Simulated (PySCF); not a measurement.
# C10H8S (2-phenylthiophene): the cost of one run

Computed with PySCF 2.14.0 and routines of our own; the level stands in each step. Atoms count from 0.

### 1 The system as given

19 atoms, charge 0, multiplicity 1; geometry from: GFN2-xTB.

### 2 Relaxing the molecule at PBE0-D3(BJ)/def2-SVP

Job settings and geometry (Å):

```
{"job": {"xc": "PBE0", "basis": "def2-SVP", "d3": "d3bj", "grid": 2, "kind": "geom"}, "charge": 0, "multiplicity": 1}
C     -3.151541     0.249349     0.038392
C     -2.421374     0.926400     1.001419
C     -1.043585     0.841237     1.015780
C     -0.361773     0.076721     0.066604
C      1.084958    -0.007675     0.088941
C      1.924138    -0.696135    -0.746344
C      3.287477    -0.548189    -0.423828
C      3.485094     0.251107     0.655602
S      2.008412     0.840466     1.300299
C     -1.110915    -0.600496    -0.899426
C     -2.489065    -0.513016    -0.909693
H     -4.229314     0.314901     0.026383
H     -2.929231     1.523622     1.744666
H     -0.479070     1.371168     1.769865
H      1.586173    -1.295571    -1.572008
H      4.084877    -1.017002    -0.973178
H      4.409465     0.534638     1.118420
H     -0.612047    -1.198535    -1.645891
H     -3.052482    -1.043741    -1.663463
```

The run is started by

```bash
$ OMP_NUM_THREADS=1 python excited_run.py task.json out
```

This one command runs all jobs of the session in turn.

Q: Estimate the wall time and peak memory of this first job on 1 thread of Arm Neoverse V1, shared host.

About 1.7 min, with a peak of 0.92 GiB.
